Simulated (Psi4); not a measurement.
# FGaH2 (GaH2F): M06-2X/cc-pVTZ

Wanted: energy and forces of FGaH2 (GaH2F). 

The calculation is run with Psi4 1.11.

### Step 1. Starting point

The species is FGaH2 (4 atoms), typed as a singlet with charge 0. As SMILES, `[H][Ga]([H])[F]`. The start is not the relaxed shape. At this shape the atoms don't form one bonded unit as the SMILES string has it.

Bond lengths: Ga1–F4 1.732 Å, Ga1–H3 1.543 Å. Angles: H3–Ga1–F4 115.6°.

### Step 2. Energy and gradient at M06-2X/cc-pVTZ

fgah2.in reads:

```
memory 1.6 GB

molecule molecule1 {
  0 1
  Ga    -1.791606     0.259527    -0.014906
  H      1.586900    -0.059960     0.013870
  H     -2.640306     1.547847    -0.034676
  F     -2.683506    -1.224613    -0.011386
  symmetry c1
  no_reorient
  no_com
}

set {
  basis                cc-pVTZ
  puream               true
  e_convergence        1e-09
  d_convergence        1e-08
  scf_type             pk
  dft_radial_points    99
  dft_spherical_points 590
}

E, wfn = gradient('m06-2x', return_wfn=True)
oeprop(wfn, 'LOWDIN_CHARGES', 'MULLIKEN_CHARGES', 'MAYER_INDICES', title='M06-2X')
print_variables()
```

Launch:

```bash
psi4 fgah2.in fgah2.out -n 1
```

Q: Predict the results. Wanted: total energy; dipole moment; HOMO energy; LUMO energy; HOMO–LUMO gap; largest force on an atom.

Computed results:

Level: M06-2X/cc-pVTZ.

```
                quantity           value
            total energy  -2025.80181 Eh
           dipole moment          2.89 D
             HOMO energy        -7.26 eV
             LUMO energy        -3.31 eV
           HOMO–LUMO gap         3.95 eV
largest force on an atom      1.758 eV/Å
```

One bond is far stretched, which a spin-restricted single reference describes badly; a broken-symmetry solution may lie lower. Mulliken charges run from -0.37 on F4 to +0.55 on Ga1.
